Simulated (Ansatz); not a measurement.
# One shape, several levels: GeH2Cl− (SMILES [Cl][GeH2-])

We compute a comparison of 6 runs (UHF/STO-3G, BLYP/STO-3G, HSE06/STO-3G, UPBE0/STO-3G, CCSDTQ/STO-3G, CCSD(T)/STO-3G) of GeH2Cl−. 

The calculation is run with Ansatz 0.2.0.

6 further runs of the same task are left out: 5 that didn't finish, 1 set aside as unsound or not needed.

### Step 1. Starting point

GeH2Cl−: 4 atoms, total charge -1, spin state singlet. SMILES: `[Cl][GeH2-]`. The Ge2–Cl1 distance was set to 5.802 Å, away from the relaxed value. At this shape a bond of the SMILES string is far longer than usual.

Bond lengths: Ge2–H3 1.756 Å, Ge2–H4 1.757 Å. Angles: H3–Ge2–H4 86.7°.

### Step 2. A single-point energy at UHF/STO-3G (run 1)

Input file run.yaml:

```yaml
crystal:
  periodic: [false, false, false]
  atoms:
    - {symbol: Cl, position_ang: [-3.969459, 2.184239, 2.781824]}
    - {symbol: Ge, position_ang: [0.036260, -0.806600, -0.163840]}
    - {symbol: H, position_ang: [0.151880, 0.384060, -1.448900]}
    - {symbol: H, position_ang: [1.377880, 0.032810, 0.598330]}
basis:
  gaussian:
    orbitals: STO-3G
total_charge: -1
magnetization:
  spin_polarized: true
  initial_magnetization: 0
hamiltonian:
  xc: hf
accuracy: high
```

Launch:

```sh
ansatz run run.yaml --threads 1 --pin off --max-ram 2610MiB --events-out events.jsonl --progress --plain --runs-dir runs
```

The program printed:

```text
Warning: RAYON_NUM_THREADS=1 ignored (pool sized by the plan → 1); use --threads N
Functional definition: HF
  name "HF"
  exchange = exact_x
  correlation = 0
361 factors; integrals over basis functions are off by at most 1.6e-8 eV
mean field evaluation 1: about -68225.7757 eV, gradient 5.7e0 eV
mean field evaluation 2: about -68225.7871 eV, gradient 5.6e0 eV
mean field evaluation 4: about -68226.1994 eV, gradient 3.1e-1 eV
mean field evaluation 8: about -68226.2004 eV, gradient 9.3e-7 eV
mean field evaluation 16: about -68226.2017 eV, gradient 3.3e-5 eV
mean field evaluation 32: about -68226.1703 eV, gradient 4.0e-1 eV
mean field evaluation 64: about -68226.2004 eV, gradient 1.2e-4 eV
mean field -68226.20173037 eV, -2507.2666682106 hartree, gradient 9.1e-9 eV, S^2 0.046121; 2 other end points of the search recorded, 0 dependent functions left out
reference -68226.20173037 eV, -2507.2666682106 hartree; 26, 26 occupied and 3, 3 virtual orbitals, 361 factors
Total energy: -68226.20173037 eV, -2507.2666682106 hartree
```

Run time: 0.48 s. Hardware: 1 thread of Arm Neoverse V1, shared host.

### Step 3. A single-point energy at BLYP/STO-3G (run 2)

Input file input.yaml:

```yaml
crystal:
  periodic: [false, false, false]
  atoms:
    - {symbol: Cl, position_ang: [-3.969459, 2.184239, 2.781824]}
    - {symbol: Ge, position_ang: [0.036260, -0.806600, -0.163840]}
    - {symbol: H, position_ang: [0.151880, 0.384060, -1.448900]}
    - {symbol: H, position_ang: [1.377880, 0.032810, 0.598330]}
basis:
  gaussian:
    orbitals: STO-3G
total_charge: -1
hamiltonian:
  xc: {name: BLYP}
accuracy: high
```

Launch:

```sh
ansatz run input.yaml --threads 1 --pin off --max-ram 2610MiB --events-out events.jsonl --progress --plain --runs-dir runs
```

The program printed:

```text
Warning: RAYON_NUM_THREADS=1 ignored (pool sized by the plan → 1); use --threads N
Functional definition: BLYP
  name "BLYP"
  parameter beta = 0.0042
  parameter a = 0.04918
  parameter b = 0.132
  parameter c = 0.2533
  parameter d = 0.349
  exchange = b88_x(beta = beta)
  correlation = lyp_c(a = a, b = b, c = c, d = d)
361 factors; integrals over basis functions are off by at most 1.6e-8 eV
mean field evaluation 1: about -68010.1137 eV, gradient 2.8e2 eV
mean field evaluation 2: about -68118.6409 eV, gradient 3.9e1 eV
mean field evaluation 4: about -68257.4000 eV, gradient 5.5e1 eV
mean field evaluation 8: about -68259.5636 eV, gradient 5.3e1 eV
mean field evaluation 16: about -68275.3748 eV, gradient 1.4e-1 eV
mean field evaluation 32: about -68275.3851 eV, gradient 2.9e-6 eV
mean field evaluation 64: about -68275.3111 eV, gradient 3.1e0 eV
mean field -68275.38510313 eV, -2509.0741238217 hartree, gradient 1.0e-8 eV, S^2 0.000000; 6 other end points of the search recorded, 0 dependent functions left out
reference -68275.38515234 eV, -2509.0741256302 hartree; 26, 26 occupied and 3, 3 virtual orbitals, 361 factors
Total energy: -68275.38515234 eV, -2509.0741256302 hartree
```

It took 3.9 s on 1 thread of Arm Neoverse V1, shared host; peak memory 0.094 GiB.

Runs 3 to 5 aren't shown in full; the table further down has their settings and results.

### Step 4. A single-point energy at CCSD(T)/STO-3G (run 6)

Input file molecule.yaml:

```yaml
crystal:
  periodic: [false, false, false]
  atoms:
    - {symbol: Cl, position_ang: [-3.969459, 2.184239, 2.781824]}
    - {symbol: Ge, position_ang: [0.036260, -0.806600, -0.163840]}
    - {symbol: H, position_ang: [0.151880, 0.384060, -1.448900]}
    - {symbol: H, position_ang: [1.377880, 0.032810, 0.598330]}
basis:
  gaussian:
    orbitals: STO-3G
total_charge: -1
correlation:
  method: ccsd_t
  frozen_orbitals: {Cl: 5, Ge: 9, H: 0}
accuracy: high
scf:
  omitted_lower_state_checks: [cluster_reference, increment]
```

Launch:

```sh
ansatz run molecule.yaml --threads 1 --pin off --max-ram 2610MiB --events-out events.jsonl --progress --plain --runs-dir runs
```

The program printed:

```text
Warning: RAYON_NUM_THREADS=1 ignored (pool sized by the plan → 1); use --threads N
[... 4 set-up lines as earlier in the session ...]
these checks for a lower state are left out or cut short: cluster_reference, increment
361 factors; integrals over basis functions are off by at most 1.6e-8 eV
mean field evaluation 1: about -68225.7757 eV, gradient 8.0e0 eV
mean field evaluation 2: about -68225.7871 eV, gradient 7.9e0 eV
mean field evaluation 4: about -68226.1994 eV, gradient 4.3e-1 eV
mean field evaluation 8: about -68226.2004 eV, gradient 9.2e-7 eV
mean field -68226.20044246 eV, -2507.2666208809 hartree, gradient 4.9e-8 eV, S^2 0.000000; 0 other end points of the search recorded, 0 dependent functions left out; unrestricted orbitals would lower it
14 core orbitals not correlated: weight in the atoms' cores, before any rotation towards them, 1.000 or more for the frozen orbitals, at most 0.000 for the correlated occupied ones
reference -68226.20044246 eV, -2507.2666208809 hartree; 12, 12 occupied and 3, 3 virtual orbitals, 361 factors
second order -1.07604306 eV of doubles, -0.00000000 eV of singles
cycle   1  -1.46029739 eV  change   -3.8e-1 eV  update   6.7e-2
cycle   2  -1.73104512 eV  change   -2.7e-1 eV  update   3.0e-2
cycle   3  -1.73476558 eV  change   -3.7e-3 eV  update   5.0e-3
cycle   4  -1.73605949 eV  change   -1.3e-3 eV  update   1.8e-3
cycle   5  -1.73634977 eV  change   -2.9e-4 eV  update   5.2e-4
cycle   6  -1.73624240 eV  change    1.1e-4 eV  update   3.1e-4
cycle   7  -1.73608069 eV  change    1.6e-4 eV  update   1.8e-4
cycle   8  -1.73611070 eV  change   -3.0e-5 eV  update   7.8e-5
cycle   9  -1.73613996 eV  change   -2.9e-5 eV  update   7.0e-5
cycle  10  -1.73613216 eV  change    7.8e-6 eV  update   2.2e-5
cycle  11  -1.73613288 eV  change   -7.1e-7 eV  update   7.4e-6
cycle  12  -1.73613027 eV  change    2.6e-6 eV  update   2.5e-6
cycle  13  -1.73613123 eV  change   -9.6e-7 eV  update   1.3e-6
cycle  14  -1.73613216 eV  change   -9.3e-7 eV  update   7.9e-7
cycle  15  -1.73613217 eV  change   -6.4e-9 eV  update   2.3e-7
cycle  16  -1.73613218 eV  change   -6.3e-9 eV  update   1.5e-7
cycle  17  -1.73613205 eV  change    1.3e-7 eV  update   1.0e-7
cycle  18  -1.73613197 eV  change    7.9e-8 eV  update   6.7e-8
cycle  19  -1.73613195 eV  change    1.6e-8 eV  update   3.0e-8
cycle  20  -1.73613195 eV  change    6.1e-9 eV  update   2.2e-8
cycle  21  -1.73613150 eV  change    4.4e-7 eV  update   1.1e-7
cycle  22  -1.73613126 eV  change    2.4e-7 eV  update   5.0e-8
cycle  23  -1.73613123 eV  change    2.9e-8 eV  update   1.5e-8
cycle  24  -1.73613123 eV  change  -2.2e-10 eV  update   9.6e-9
cycle  25  -1.73613123 eV  change  -7.4e-10 eV  update   5.2e-9
cycle  26  -1.73613123 eV  change  -5.0e-10 eV  update   2.3e-9
perturbative correction -0.00432048 eV, -0.0001587748 hartree
Total energy: -68227.94089418 eV, -2507.3305813017 hartree
Checks for a lower state left out: cluster_reference, increment
```

Run time: 0.3 s. Hardware: 1 thread of Arm Neoverse V1, shared host.

### Step 5. The series

| run | level | frozen core orbitals | energy (Eh) | wall time |
| --- | --- | --- | --- | --- |
| 1 | UHF/STO-3G | – | -2507.266668 | 0.48 s |
| 2 | BLYP/STO-3G | – | -2509.074126 | 3.9 s |
| 3 | HSE06/STO-3G | – | -2508.857072 | 4.5 s |
| 4 | UPBE0/STO-3G | – | -2508.870867 | 6.3 s |
| 5 | CCSDTQ/STO-3G | 14 | -2507.330708 | 25 s |
| 6 | CCSD(T)/STO-3G | 14 | -2507.330581 | 0.3 s |

### Step 6. Results

```
                                           quantity           value
                                run 6: total energy  -2507.33058 Eh
run 6: correlation energy (14 core orbitals frozen)       -64.0 mEh
                              run 6: (T) correction       -0.16 mEh
                               run 6: T1 diagnostic           0.006
```

**Reading.** Below the UHF energy at the same shape and in the same basis (STO-3G): CCSDTQ -64.0 mEh; CCSD(T) -63.9 mEh. Some of these start from another determinant than that one, so these aren't their correlation energies. Totals of different functionals can't be ranked against each other. In runs 5, 6 the log says that unrestricted orbitals would lower the reference, so the values rest on an unstable closed-shell determinant (other closed-shell runs at this shape may share the fault). In runs 1, 2, 3, 4, 5, 6 the basis is minimal, so the values are rough. Spin contamination of the reference: run 4 ⟨S²⟩ = 0.30. All runs together took 40 s, the longest 25 s.
